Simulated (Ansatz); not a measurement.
What does this script print? It uses the Python package of Ansatz (0.2.0).

The script, `cas_cuf.py`:
```python
"""Static correlation in CuF: natural occupations of an active space."""

import ansatz as az
from ase import Atoms

BASIS = "def2-SVP"

atoms = Atoms(["F", "Cu"], positions=[
    (0.9185, -0.3537, 0.4558),
    (-0.8891, 0.2936, -0.4518),
])
cuf = az.Crystal.molecule_from_ase(atoms)

calc = (
    cuf.calculation()
    .basis(gaussian=BASIS)
    .scf(lower_state_search="off")
    .correlation(active_electrons=2, active_orbitals=2)
)
for method in [None]:
    summary = (calc if method is None else calc.correlation(method)).run(threads=1, backend="cpu").report
    space = summary["configurations"]
    state = space["states"][0]
    print(method or "casscf", f"total {summary['free_energy_ev'] / 27.211386246:.6f} Ha, active-space state {state['energy']['hartree']:.6f} Ha, mean field {summary['reference_energy_ev'] / 27.211386246:.6f} Ha")
    print("  determinants", state["n_determinants"], " natural occupations", [round(n, 3) for n in space["natural_occupations"]])
```

```console
$ python cas_cuf.py
casscf total -1738.053521 Ha, active-space state -1738.053521 Ha, mean field -1738.032184 Ha
  determinants 4  natural occupations [1.972, 0.028]
```

These settings explore the input space; basis and method may be short of convergence. The geometry is a force-field or estimated start, not a minimum of this method, and the basis set is short of its limit. The active space starts as a window about the frontier orbitals and is then optimised, not chosen by chemistry. Finished in 1.2 s on 1 thread of Arm Neoverse V1, on a shared host, peak memory 0.16 GiB.
